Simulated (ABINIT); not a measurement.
# Ta2Ge (P4/mmm) in ABINIT: single point with LDA

Aim: the single point of Ta2Ge with LDA.

Everything below comes from runs of ABINIT 10.8.3 (patched build). Logs are shortened: lines on timing, memory, paths and dates and some standing lists are left out, and cuts for length are marked. The log counts tension as positive stress, the text compression.

### 1 The structure

Symmetry: P4/mmm, No. 123, tetragonal system. The conventional cell has a = 3.104 Å, b = 3.104 Å, c = 5.592 Å, α = 90.00°, β = 90.00°, γ = 90.00°. Around Ta (site symmetry 4mm) lie 1 Ge at 1.73 Å. Ge (site symmetry 4/mmm) has 2 Ta at 1.73 Å as nearest neighbours.

The cell was built by a generator and needn't be a form met in nature.

### 2 Single point, LDA

run.abi

```
# Pseudopotentials
pp_dirpath "./"
pseudos "Ta.hgh, Ge.hgh"

# Structure
acell 5.8651811644 5.8651811644 10.5665298596
rprim
     1.0000000000     0.0000000000     0.0000000000
     0.0000000000     1.0000000000     0.0000000000
     0.0000000000     0.0000000000     1.0000000000
ntypat 2
znucl 73 32
natom 3
typat 1 1 2
xred
     0.5000000000     0.5000000000     0.1899356300
     0.5000000000     0.5000000000     0.8100643700
     0.5000000000     0.5000000000     0.5000000000

# Plane-wave basis
ecut 14.0

# k points
kptopt 1
ngkpt 7 7 4
nshiftk 1
shiftk 0.0 0.0 0.0

# Exchange and correlation
ixc 7

# Bands and occupations
nband 11
occopt 3
tsmear 0.05 eV

# SCF cycle
nstep 100
tolvrs 1.0e-10

# Output
iomode 3
prtwf 0
prtden 0
prteig 0
prtebands 0
enunit 1
prtvol 2
```

Potentials or basis: HGH LDA.

On the command line:

```console
abinit run.abi > log 2>&1
```

run.abo:

```text
.Version 10.8.3 of ABINIT
 Symmetries : space group P4/m m m (#123); Bravais tP (primitive tetrag.)
================================================================================
 Values of the parameters that define the memory need of the present run
     intxc =       0    ionmov =       0      iscf =       7    lmnmax =       6
     lnmax =       6     mgfft =      36  mpssoang =       3    mqgrid =    3001
     natom =       3  nloc_mem =       1    nspden =       1   nspinor =       1
    nsppol =       1      nsym =      16    n1xccc =       0    ntypat =       2
    occopt =       3   xclevel =       1
       mpw =         921          nfft =       14400          nkpt =          30
================================================================================
================================================================================

--------------------------------------------------------------------------------
------------- Echo of variables that govern the present computation ------------
--------------------------------------------------------------------------------
 -outvars: echo values of preprocessed input variables --------
            acell      5.8651811644E+00  5.8651811644E+00  1.0566529860E+01 Bohr
              amu      1.80947900E+02  7.26100000E+01
             ecut      1.40000000E+01 Hartree
           enunit           1
              ixc           7
         kptrlatt        7    0    0      0    7    0      0    0    4
          kptrlen      4.10562682E+01
            natom           3
            nband          11
            ngfft          20      20      36
             nkpt          30
            nstep         100
             nsym          16
           ntypat           2
           occopt           3
           prtden           0
        prtebands           0
           prteig           0
           prtvol           2
            prtwf           0
          spgroup         123
           tolvrs      1.00000000E-10
           tsmear      1.83746611E-03 Hartree
            typat      1  1  2
           xangst      1.5518601040E+00  1.5518601040E+00  1.0620377621E+00
                       1.5518601040E+00  1.5518601040E+00  4.5295290341E+00
                       1.5518601040E+00  1.5518601040E+00  2.7957833981E+00
            xcart      2.9325905822E+00  2.9325905822E+00  2.0069605058E+00
                       2.9325905822E+00  2.9325905822E+00  8.5595693538E+00
                       2.9325905822E+00  2.9325905822E+00  5.2832649298E+00
             xred      5.0000000000E-01  5.0000000000E-01  1.8993563000E-01
                       5.0000000000E-01  5.0000000000E-01  8.1006437000E-01
                       5.0000000000E-01  5.0000000000E-01  5.0000000000E-01
            znucl       73.00000   32.00000

================================================================================

 chkinp: Checking input parameters for consistency.

[... 241 lines left out ...]
   4.28044    6.20097    7.29447
 kpt#   3, nband= 11, wtk=  0.02041, kpt=  0.2857  0.0000  0.0000 (reduced coord)
  -7.30204   -1.91591   -0.80061    0.87911    1.49870    1.55588    3.68254    4.63899
   5.12728    5.15535    6.87934
 kpt#   4, nband= 11, wtk=  0.02041, kpt=  0.4286  0.0000  0.0000 (reduced coord)
  -6.64946   -3.06601    0.03194    1.02496    1.42820    2.33363    3.81620    4.50786
   4.75638    5.61175    6.30518
 kpt#   5, nband= 11, wtk=  0.02041, kpt=  0.1429  0.1429  0.0000 (reduced coord)
  -7.67793   -1.26676   -0.38300   -0.10661    1.06388    1.34042    3.44985    4.37450
   4.84389    5.47838    7.08717
 kpt#   6, nband= 11, wtk=  0.04082, kpt=  0.2857  0.1429  0.0000 (reduced coord)
  -7.09012   -1.79049   -0.46404    0.01903    1.77806    2.00517    3.94180    4.40467
[... 58 lines left out ...]
 kpt#  26, nband= 11, wtk=  0.04082, kpt=  0.2857  0.1429  0.5000 (reduced coord)
  -5.82722   -1.34971   -0.30569   -0.29421    0.84162    1.70541    2.08147    2.66645
   4.00977    4.67272    5.50873
 kpt#  27, nband= 11, wtk=  0.04082, kpt=  0.4286  0.1429  0.5000 (reduced coord)
  -4.93144   -1.84781   -1.05544   -0.17572    0.81009    2.13367    2.28227    2.75509
   4.26887    5.01531    5.30300
 kpt#  28, nband= 11, wtk=  0.02041, kpt=  0.2857  0.2857  0.5000 (reduced coord)
  -5.15076   -1.04524    0.04453    0.13343    0.28288    1.01062    1.56874    3.52707
   3.75530    4.38423    6.10924
 kpt#  29, nband= 11, wtk=  0.04082, kpt=  0.4286  0.2857  0.5000 (reduced coord)
  -4.27335   -1.34632   -0.89920    0.06176    0.69182    0.94721    1.50063    3.31156
   3.42877    5.92660    6.25092
 kpt#  30, nband= 11, wtk=  0.02041, kpt=  0.4286  0.4286  0.5000 (reduced coord)
  -3.40397   -0.82951   -0.80246   -0.70169    0.27719    0.43217    0.81225    2.29755
   6.21210    6.29896    8.73221
 Total charge density [el/Bohr^3]
)     Maximum=    1.8630E-01  at reduced coord.    0.5000    0.5000    0.6667
)Next maximum=    1.8630E-01  at reduced coord.    0.5000    0.5000    0.3333
)     Minimum=    7.6498E-06  at reduced coord.    0.5000    0.5000    0.1944
)Next minimum=    7.6498E-06  at reduced coord.    0.5000    0.5000    0.8056
   Integrated=    1.4000E+01

--- !EnergyTerms
iteration_state     : {dtset: 1, }
comment             : Components of total free energy in Hartree
kinetic             :  1.25789237757751E+01
hartree             :  1.07945495840496E+00
xc                  : -4.49339650008116E+00
Ewald energy        : -1.70398317285502E+01
psp_core            :  3.43204528031365E+00
local_psp           : -3.87340544864801E+00
non_local_psp       : -5.20124703109711E+00
internal            : -1.35174566938828E+01
'-kT*entropy'       : -5.25482536878126E-04
total_energy        : -1.35179821764197E+01
total_energy_eV     : -3.67843034268843E+02
band_energy         : -2.01291386226609E-01
...

 Cartesian components of stress tensor (hartree/bohr^3)
  sigma(1 1)=  4.58237135E-04  sigma(3 2)=  0.00000000E+00
  sigma(2 2)=  4.58237135E-04  sigma(3 1)=  0.00000000E+00
  sigma(3 3)= -1.05050885E-02  sigma(2 1)=  0.00000000E+00

-Cartesian components of stress tensor (GPa)         [Pressure=  9.4036E+01 GPa]
- sigma(1 1)=  1.34818020E+01  sigma(3 2)=  0.00000000E+00
- sigma(2 2)=  1.34818020E+01  sigma(3 1)=  0.00000000E+00
- sigma(3 3)= -3.09070375E+02  sigma(2 1)=  0.00000000E+00

== END DATASET(S) ==============================================================
================================================================================

 -outvars: echo values of variables after computation  --------
            acell      5.8651811644E+00  5.8651811644E+00  1.0566529860E+01 Bohr
           etotal     -1.3517982176E+01
            fcart     -0.0000000000E+00 -0.0000000000E+00 -4.9889084434E-01
                      -0.0000000000E+00 -0.0000000000E+00  4.9889084434E-01
                      -0.0000000000E+00 -0.0000000000E+00  3.7007434154E-17
           strten      4.5823713519E-04  4.5823713519E-04 -1.0505088528E-02
                       0.0000000000E+00  0.0000000000E+00  0.0000000000E+00
           xangst      1.5518601040E+00  1.5518601040E+00  1.0620377621E+00
                       1.5518601040E+00  1.5518601040E+00  4.5295290341E+00
                       1.5518601040E+00  1.5518601040E+00  2.7957833981E+00
             xred      5.0000000000E-01  5.0000000000E-01  1.8993563000E-01
                       5.0000000000E-01  5.0000000000E-01  8.1006437000E-01
                       5.0000000000E-01  5.0000000000E-01  5.0000000000E-01
 Calculation completed.
```

Wall time 10 s (1 thread of Intel Xeon 6975P-C (Granite Rapids), shared host); peak memory 0.06 GiB.

What came out:

```
Free energy                                           : -367.8430 eV
Pressure                                              : 94.0 GPa
Largest force                                         : 25.654 eV/Å
Band gap on the k mesh                                : none (metal or under the smearing width)
Valence electrons inside the program's atomic spheres : Ta 2.34; Ge 2.63
```

Forces on the atoms (eV/Å):
```
Ta    0.000   0.000 -25.654
Ta    0.000   0.000  25.654
Ge    0.000   0.000   0.000
```

Stress tensor (GPa, compression positive):
```
-13.48   0.00   0.00
  0.00 -13.48   0.00
  0.00   0.00 309.07
```

Caveat: a pressure of tens of GPa on the cell as given is suspect, and the run, the potentials or the cell itself is likely at fault; HGH potentials are hard and often keep d shells in the core, so these values are rough; forces of over 1 eV/Å show positions far from the minimum, so gaps and moduli don't describe the material at rest. The run has no spin-orbit coupling, so splittings on Ta are missing.
